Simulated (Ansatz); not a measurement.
# NaTiPt3: the cost of one run

Program: Ansatz 0.2.0. Level of theory: DFT PBE, scalar-relativistic, plane waves, PAW. These are calculated values, not measurements.

1 further run of the same task is left out (it didn't finish).

## (1) Starting point

The structure is cubic, space group Pm-3m (No. 221). Conventional cell: a = 4.310 Å, b = 4.310 Å, c = 4.310 Å, α = 90.00°, β = 90.00°, γ = 90.00°. Na (site symmetry m-3m) is surrounded by 12 Pt at 3.05 Å. Ti (site symmetry m-3m) is surrounded by 6 Pt at 2.15 Å. Around Pt (site symmetry 4/mmm) lie 2 Ti at 2.15 Å.

Coordinates:

```
CELL_PARAMETERS angstrom
4.30970 0.00000 0.00000
0.00000 4.30970 0.00000
0.00000 0.00000 4.30970
ATOMIC_POSITIONS crystal
Na 0.00000 0.00000 0.00000
Ti 0.50000 0.50000 0.50000
Pt 0.00000 0.50000 0.50000
Pt 0.50000 0.00000 0.50000
Pt 0.50000 0.50000 0.00000
```

A structure generator made this guess: species swapped into a database cell of GdBRh3 (Pm-3m, No. 221), with Na on the Gd sites, Ti on the B sites and Pt on the Rh sites. Its size is a rough estimate.

## (2) A first look at the guess

File input.yaml:

```yaml
crystal:
  lattice:
    - [4.30969833, 0.0, 0.0]
    - [0.0, 4.30969833, 0.0]
    - [0.0, 0.0, 4.30969833]
  atoms:
    - { symbol: Na, position: [0.0, 0.0, 0.0] }
    - { symbol: Ti, position: [0.5, 0.5, 0.5] }
    - { symbol: Pt, position: [0.0, 0.5, 0.5] }
    - { symbol: Pt, position: [0.5, 0.0, 0.5] }
    - { symbol: Pt, position: [0.5, 0.5, 0.0] }
basis:
  ecutwfc: 420
kpoints:
  mp_grid: { grid: [4, 4, 4] }
hamiltonian:
  xc: pbe
scf:
  occupations: { method: gaussian, width: 0.1 }
  lower_state_search: "off"
output:
  forces: true
  stress: true
  eigenvalues: true
```

On the command line:

```bash
$ ansatz run input.yaml --threads 1 --pin off --max-ram 2048MiB --backend cpu --events-out ev --progress --plain --runs-dir out
```

What time and memory should one allow on 1 thread of Arm Neoverse V2, shared host?

About 1.8 s, with a peak of 0.34 GiB.
